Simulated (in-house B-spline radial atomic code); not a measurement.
**Pb³⁷⁺: excited configurations**

Wanted: excitation energies of Pb³⁷⁺ as differences of total energies (ΔSCF).

Program: in-house B-spline radial atomic code version 1. Level of theory: Dirac-Hartree-Fock, average of configuration, Fermi nucleus, basis-set limit. These are calculated values, not measurements, unless marked.

## (1) Starting point

* element: lead (Z = 82)
* charge: +37
* electrons: 45
* configuration: [Kr] 4d9
* Hamiltonian: Dirac-Coulomb
* nucleus: Fermi, rms radius 5.501 fm

The outer shells:

[Kr] 4d9
```
[Kr] core
4d [↑↓][↑↓][↑↓][↑↓][↑ ]
```

The boxes draw the filling by Hund's rule, which heavy ions in jj coupling don't follow; these runs average over all states of the configuration.

Settings of the run:

```ini
Z = 82
electrons = 45.0
configuration = [Kr] 4d9
hamiltonian = dirac
method = hf
spin_polarised = False
nucleus = fermi
rms_radius = 5.5012
mass_number = 208
atomic_mass = 207.976652005
speed_of_light = 137.035999084
```

From the earlier run of the reference: total energy -20132.242609 hartree. Levels, eight at most:

| orbital | occupation | energy (eV) | <r> (bohr) |
| --- | --- | --- | --- |
| 3p3/2 | 4 | -4634.63 | 0.1788 |
| 3d3/2 | 4 | -4156.69 | 0.1556 |
| 3d5/2 | 6 | -4050.97 | 0.1603 |
| 4s1/2 | 2 | -2290.54 | 0.3598 |
| 4p1/2 | 2 | -2157.69 | 0.3574 |
| 4p3/2 | 4 | -2008.76 | 0.3820 |
| 4d3/2 | 3.6 | -1795.55 | 0.3734 |
| 4d5/2 | 5.4 | -1765.22 | 0.3807 |

## (2) [Ar] 3d9 4s2 4p6 4d10

Settings of the run:

```ini
Z = 82
electrons = 45.0
configuration = [Ar] 3d9 4s2 4p6 4d10
hamiltonian = dirac
method = hf
spin_polarised = False
nucleus = fermi
rms_radius = 5.5012
mass_number = 208
atomic_mass = 207.976652005
speed_of_light = 137.035999084
```

## (3) Configuration [Ar] 3d10 4s2 4p5 4d9 8p1

The settings differ from step 2 so:

```diff
@@ -2,3 +2,3 @@
 electrons = 45.0
-configuration = [Ar] 3d9 4s2 4p6 4d10
+configuration = [Ar] 3d10 4s2 4p5 4d9 8p1
 hamiltonian = dirac
```

## (4) [Ar] 3d10 4s2 4p5 4d9 8d1

The settings differ from step 3 so:

```diff
@@ -2,3 +2,3 @@
 electrons = 45.0
-configuration = [Ar] 3d10 4s2 4p5 4d9 8p1
+configuration = [Ar] 3d10 4s2 4p5 4d9 8d1
 hamiltonian = dirac
```

## (5) Configuration [Ar] 3d10 4s2 4p5 4d9 5d1

The settings differ from step 4 so:

```diff
@@ -2,3 +2,3 @@
 electrons = 45.0
-configuration = [Ar] 3d10 4s2 4p5 4d9 8d1
+configuration = [Ar] 3d10 4s2 4p5 4d9 5d1
 hamiltonian = dirac
```

## (6) Run with [Ar] 3d9 4s2 4p6 4d9 7p1

The settings differ from step 5 so:

```diff
@@ -2,3 +2,3 @@
 electrons = 45.0
-configuration = [Ar] 3d10 4s2 4p5 4d9 5d1
+configuration = [Ar] 3d9 4s2 4p6 4d9 7p1
 hamiltonian = dirac
```

How far above the reference does each configuration lie (order and size, in eV)?

The runs gave:

| net move | configuration | energy above the reference (eV) | with Breit, QED, recoil (eV) | largest <r> (bohr) |
| --- | --- | --- | --- | --- |
| 4p → 5d | [Ar] 3d10 4s2 4p5 4d9 5d1 | 1042.09 | 1039.83 | 0.702 |
| 4p → 8p | [Ar] 3d10 4s2 4p5 4d9 8p1 | 1677.74 | 1675.25 | 2.05 |
| 4p → 8d | [Ar] 3d10 4s2 4p5 4d9 8d1 | 1701.22 | 1698.61 | 2.11 |
| 3d → 4d | [Ar] 3d9 4s2 4p6 4d10 | 2292.19 | 2288.95 | 0.380 |
| 3d → 7p | [Ar] 3d9 4s2 4p6 4d9 7p1 | 3562.99 | 3559.00 | 1.51 |

Quantum defects of the promoted electron, δ = n − ζ/√(−2ε) with ζ = 38 and ε its orbital energy in hartree:

| promotion | δ |
| --- | --- |
| 4p → 5d | 0.600 |
| 4p → 8p | 0.801 |
| 4p → 8d | 0.567 |
| 3d → 7p | 0.814 |

At the bottom stands 4p → 5d (1042.09 eV), at the top 3d → 7p (3562.99 eV). 2 of them lie more than 2 % above the ionisation threshold that Koopmans' theorem gives (1765.22 eV), where such states can decay by emitting an electron. Of those tabulated, the defect is largest for 7p (0.81) and least for 8d (0.57); at this charge much of the defect is relativistic. Two partly filled shells share a symmetry and can mix in the average, which may lower the energy, for: 4p → 5d; 4p → 8p; 4p → 8d; 3d → 7p. These are averages over configurations, without correlation, not spectroscopic levels.
